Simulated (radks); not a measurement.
**Nuclear size and the levels of La**

An exercise on one series of results from a longer session: the logs are not shown, and one member is left open.

Program: radks (a radial shooting solver on a logarithmic mesh, Libxc functionals) version 1. Level of theory: Dirac Kohn-Sham, PBE, spin-unpolarised, spherical densities, finite nucleus; open shells are shared between the two j in proportion to 2j + 1. These are calculated values, not measurements, unless marked.

### The system

| Item | Value |
| --- | --- |
| element | lanthanum (Z = 57) |
| charge | 0 |
| electrons | 57 |
| configuration | [Xe] 5d1 6s2 |
| nuclear rms radius | 4.855 fm |

The outer shells:

La
```
[Xe] core
5d [↑ ][  ][  ][  ][  ]
6s [↑↓]
```

The first run:

Settings of this run:

```text
Z 57
configuration [Xe] 5d1 6s2 6p0 7s0
relativity Dirac
functional pbe,pbe
spin unpolarised
j_filling average
nucleus finite rms 4.855 fm
c 137.035999084
```

Steps of the session up to this table: rms radius 4.855 fm.

One of the session's tables, all rows but one given; the rest of the session is left out.

It belongs to the step «rms radius 4.855 fm». Sizes of the orbitals, from the radial functions (bohr):

```
level    <r>  outermost maximum (interpolated)  90 % within  nodes
5s1/2  1.558                              1.41         2.24      4
5p1/2  1.750                              1.54         2.55      3
5p3/2  1.830                              1.61         2.67      3
6s1/2      ?                                 ?            ?      ?
5d3/2  2.963                              2.19         4.73      2
5d5/2  3.031                              2.23         4.85      2
6p1/2  5.791                              4.81         8.67      4
6p3/2  6.073                              5.02         9.09      4
```

Estimate the missing values for 6s1/2.

**Answer.** <r>: 4.424; outermost maximum (interpolated): 3.82; 90 % within: 6.48; nodes: 5. In the column «<r>» it lies between 5d5/2 (3.031) and 6p1/2 (5.791).
